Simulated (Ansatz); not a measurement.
Write a Python script for the Ansatz DFT code, driven from Python that makes a polarisability from point charges of CH6GeOS, SMILES C[O][GeH2][SH]. Use (for the species named): MP2, def2-SVPD basis, multiplicity 1.

```
atom    x (Å)    y (Å)    z (Å)
   C   0.4475   1.6177   0.4021
   O   0.9125   0.3674   0.5690
  Ge  -0.2596  -0.7838  -0.2182
   S   0.6119  -2.8442   0.0424
   H   0.3304   1.9140  -0.7074
   H  -0.5903   1.7886   0.8868
   H   1.1192   2.3908   0.8662
   H  -1.5823  -0.6552   0.4582
   H  -0.3470  -0.4500  -1.6746
   H  -0.5592  -3.3964  -0.6215
```

The script, `field_ch6geos.py`:
```python
# -*- coding: utf-8 -*-
"""Response of CH6GeOS to a pair of distant point charges."""

import ansatz as az
import numpy as np


def main():
    geometry_ang = [
        ("C", (0.4475, 1.6177, 0.4021)),
        ("O", (0.9125, 0.3674, 0.569)),
        ("Ge", (-0.2596, -0.7838, -0.2182)),
        ("S", (0.6119, -2.8442, 0.0424)),
        ("H", (0.3304, 1.914, -0.7074)),
        ("H", (-0.5903, 1.7886, 0.8868)),
        ("H", (1.1192, 2.3908, 0.8662)),
        ("H", (-1.5823, -0.6552, 0.4582)),
        ("H", (-0.347, -0.45, -1.6746)),
        ("H", (-0.5592, -3.3964, -0.6215)),
    ]
    ch6geos = az.Crystal.molecule()
    for symbol, xyz in geometry_ang:
        ch6geos = ch6geos.atom(symbol, xyz)

    setup = (
        ch6geos.calculation()
        .basis(gaussian="def2-SVPD")
        .correlation("mp2")  # correlation on top of the mean field
        .forces()
    )
    # charges +q and -q at -R and +R make a nearly even field 2 k q / R^2 at the centre
    centre = np.mean([site.position_ang for site in ch6geos.cartesian_sites], axis=0)
    field = 2 * 14.399645 * 4.0 / 25.0 ** 2


    def dipole(axis, sign):
        arm = 25.0 * np.eye(3)[axis]
        pair = [{"charge": sign * 4.0, "position_ang": (centre - arm).tolist()}, {"charge": -sign * 4.0, "position_ang": (centre + arm).tolist()}]
        deck = setup.input().set(az.key.basis.gaussian.point_charges, pair)
        return np.array(az.Session.from_dict(deck).plan().execute().report["charge_distribution"]["dipole_moment_e_ang"])


    print(f"field {field:.4f} V/A")
    alpha = np.array([(dipole(axis, 1) - dipole(axis, -1)) / (2 * field) * 14.399645 for axis in range(3)])
    print("polarisability tensor (A^3)")
    print(np.array2string(alpha, precision=3, suppress_small=True))
    print(f"mean {np.trace(alpha) / 3:.3f} A^3 = {np.trace(alpha) / 3 / 0.14818471:.2f} bohr^3")


if __name__ == "__main__":
    main()
```

```console
$ python field_ch6geos.py
field 0.1843 V/A
polarisability tensor (A^3)
[[ 9.249 -0.328  0.166]
 [-0.338 13.167  0.224]
 [ 0.172  0.211  8.963]]
mean 10.460 A^3 = 70.59 bohr^3
```

The geometry is a force-field or estimated start, not a minimum of this method, and the basis set is short of its limit. The field of two point charges is only nearly even. Finished in 5.1 min on 1 thread of Intel(R) Xeon(R) Processor @ 2.50GHz (Skylake/Cascade Lake), on a shared host, peak memory 0.59 GiB.

(A comment or docstring line of the script was reworded after the run, the code is as it ran; lines on the test bed's own set-up are left out of the output.)
